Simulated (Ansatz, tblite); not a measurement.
**Cis-Ti(H2O)2F4 (F4H4O2Ti): rung by rung**

Aim: run the singlet of cis-Ti(H2O)2F4 (F4H4O2Ti) at one geometry on many levels, and compare frontier levels, spin and run time.

Program: Ansatz 0.2.0, Gaussian basis. Level of theory: as each input shows. These are calculated values, not measurements.

The runs, in order: GFN1-xTB, GFN2-xTB, PBE-D4/def2-TZVP, r2SCAN-D4/def2-TZVP, CAM-B3LYP-D4/def2-TZVP, ωB97X-V/def2-TZVP, BHLYP-D4/def2-TZVP, PBE-D4/def2-SVP, PBE0-D4/def2-SVP, HF/STO-3G, CCSD(T)/def2-SVP, MP2/def2-TZVP.

2 further runs of the same task are left out: 2 set aside as unsound or not needed. Runs told in other sessions of the task aren't counted.

## 1. The geometry

The singlet was relaxed beforehand with r2SCAN-D4/def2-SVP.

11 atoms, charge 0, spin multiplicity 1.

Bond lengths: F1–Ti7 1.755 Å, F2–Ti7 1.755 Å, F3–Ti7 1.789 Å, F4–Ti7 1.790 Å, O5–Ti7 2.250 Å, O5–H8 0.968 Å, O5–H9 0.968 Å, O6–Ti7 2.250 Å, O6–H10 0.968 Å, O6–H11 0.968 Å. Angles: Ti7–O5–H8 109.3°, Ti7–O5–H9 110.5°, H8–O5–H9 106.9°, Ti7–O6–H10 109.5°, Ti7–O6–H11 110.4°, H10–O6–H11 106.9°, F1–Ti7–F2 101.1°, F1–Ti7–F3 100.6°, F1–Ti7–F4 100.5°, F1–Ti7–O5 172.6°, F1–Ti7–O6 86.3°, F2–Ti7–F3 100.5°, F2–Ti7–F4 100.6°, F2–Ti7–O5 86.3°, F2–Ti7–O6 172.6°, F3–Ti7–F4 146.4°, F3–Ti7–O5 78.1°, F3–Ti7–O6 77.7° and more.

Geometry (Å):

```xyz
11

F    -0.3605   -0.0042   -2.2823
F    -2.2810   -0.0121   -0.3689
F    -0.1798    1.7133   -0.1709
F    -0.1574   -1.7128   -0.1678
O    -0.4663   -0.0095    1.7129
O     1.7145    0.0195   -0.4598
Ti   -0.5337   -0.0022   -0.5357
H    -0.8888   -0.8153    2.0436
H    -0.9673    0.7378    2.0697
H     2.0445    0.8197   -0.8931
H     2.0758   -0.7343   -0.9478
```

No spin-orbit coupling is included.

PBE0-D4/def2-TZVP was run before; its log isn't repeated, and its numbers join the tables.

## 2. GFN1-xTB

Tight binding, by tblite at 300 K electronic temperature and without a spin-polarisation term:

```python
tblite.interface.Calculator('GFN1-xTB', numbers, positions, charge=0, uhf=0).singlepoint()
```

Energy -914.5962 eV, HOMO -13.21 eV, LUMO -9.55 eV; 0.007 s.

## 3. GFN2-xTB

Tight binding, by tblite at 300 K electronic temperature and without a spin-polarisation term:

```python
tblite.interface.Calculator('GFN2-xTB', numbers, positions, charge=0, uhf=0).singlepoint()
```

Energy -847.6134 eV, HOMO -12.56 eV, LUMO -7.80 eV; 0.005 s.

## 4. PBE-D4/def2-TZVP

start.molden holds the orbitals of an earlier run on this state, given as this run's starting guess.

Input file in.yaml:

```yaml
crystal:
  periodic: [false, false, false]
  atoms:
    - {symbol: F, position_ang: [-0.360463, -0.004169, -2.282342]}
    - {symbol: F, position_ang: [-2.280975, -0.012055, -0.368884]}
    - {symbol: F, position_ang: [-0.179752, 1.713308, -0.170865]}
    - {symbol: F, position_ang: [-0.157442, -1.712842, -0.167786]}
    - {symbol: O, position_ang: [-0.466307, -0.009501, 1.712913]}
    - {symbol: O, position_ang: [1.714480, 0.019459, -0.459803]}
    - {symbol: Ti, position_ang: [-0.533740, -0.002196, -0.535717]}
    - {symbol: H, position_ang: [-0.888849, -0.815250, 2.043646]}
    - {symbol: H, position_ang: [-0.967266, 0.737835, 2.069725]}
    - {symbol: H, position_ang: [2.044549, 0.819717, -0.893116]}
    - {symbol: H, position_ang: [2.075763, -0.734316, -0.947772]}
basis:
  gaussian: {orbitals: def2-TZVP, initial_orbitals: start.molden}
hamiltonian: {xc: pbe, dispersion: d4}
scf: {omitted_lower_state_checks: [starts]}
output: {forces: true, orbitals: {seedname: orbitals}}
```

Launch:

```
> ansatz run in.yaml --threads 4 --pin off --events-out ev --progress --plain --max-ram 4787MiB
```

After this run come: r2SCAN-D4/def2-TZVP; CAM-B3LYP-D4/def2-TZVP; ωB97X-V/def2-TZVP; BHLYP-D4/def2-TZVP; PBE-D4/def2-SVP; PBE0-D4/def2-SVP; HF/STO-3G; CCSD(T)/def2-SVP; MP2/def2-TZVP.

Before running them: what should the planned runs give, taken together? Wanted: gap in def2-TZVP, named functionals, smallest and largest; correlation energy, CCSD(T)/def2-SVP; correlation energy, MP2/def2-TZVP; binding an atom, CCSD(T)/def2-SVP; PBE0 total energy, smallest basis above largest.

As calculated:

| quantity | value |
| --- | --- |
| gap in def2-TZVP, named functionals, smallest and largest | 5.42 eV (PBE-D4), 13.22 eV (ωB97X-V) |
| correlation energy, CCSD(T)/def2-SVP | -41.56 eV |
| correlation energy, MP2/def2-TZVP | -51.85 eV |
| binding an atom, CCSD(T)/def2-SVP | 3.919 eV |
| PBE0 total energy, smallest basis above largest | 21.73 eV (def2-SVP, def2-TZVP) |

Orbital gaps of the named functionals in def2-TZVP span 5.42 eV (PBE-D4) to 13.22 eV (ωB97X-V); exact exchange widens it. A small miss in a minimal or small basis is a cancelling of errors, not accuracy. The functionals in def2-TZVP miss CCSD(T)/def2-SVP by -0.102 (BHLYP-D4) to +0.225 eV (CAM-B3LYP-D4) an atom. The yardstick is in a double-zeta basis, so levels in larger sets aren't compared like for like. CCSD(T)/def2-SVP isn't at the basis-set limit; small misses against it rank nothing.
